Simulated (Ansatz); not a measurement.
# WC (triplet): from Hartree-Fock to the top rungs, def2-QZVPP

An exercise on one series of results from a longer session: the logs are not shown, and one member is left open.

Program: Ansatz 0.2.0, Gaussian basis. Level of theory: def2-QZVPP, core rule «outside noble gas», up to 5 orbitals frozen. These are calculated values, not measurements.

To be run: UHF; ROHF; CCSD(T) on UHF.

2 further runs of the same task are left out: 2 set aside as unsound or not needed.

### What is computed

The geometry is a PBE0/def2-TZVP stationary point (not a proven minimum) of the parent state, kept for this charge and spin. No spin-orbit coupling is included. Elements past krypton take def2 core potentials.

2 atoms, charge 0, spin multiplicity 3.

Atoms are counted from 1 here; the program's logs count them from 0.

Bond lengths: W1–C2 1.709 Å.

The first run:

The input, in.yaml:

```yaml
crystal:
  periodic: [false, false, false]
  atoms:
    - {symbol: W, position_ang: [0.000000, 0.000000, 0.000000]}
    - {symbol: C, position_ang: [0.000000, 0.000000, 1.708732]}
basis:
  gaussian: {orbitals: "def2-QZVPP.json"}
magnetization: {spin_polarized: true, initial_magnetization: 2}
hamiltonian: {xc: hf}
output: {orbitals: {seedname: orbitals}}
```

On the command line:

```console
ansatz run in.yaml --threads 1 --pin off --events-out ev --progress --plain --max-ram 4096MiB --backend cpu
```

Among the steps run: UHF; ROHF; CCSD(T) on UHF.

One table of the session follows, with a row left open; its other results are not shown here.

```
  method  from UCCSD(T) (meV)
    ROHF             +10123.2
    UMP2                    ?
   UCCSD               +671.6
UCCSD(T)                    0
```

**Question.** Estimate the row for UMP2.

**Answer.** from UCCSD(T) (meV): +1606.8. In the column «from UCCSD(T) (meV)» it lies between UCCSD (+671.6) and ROHF (+10123.2).

Left out of the table: UHF (another determinant or state than the rows shown).

Limits of these values: The determinant is far from a pure spin state, so its energy mixes those of several spin states (harmless only where they are near-degenerate, as at dissociation). Warnings: spin contamination; coupled cluster took another determinant than the lowest.
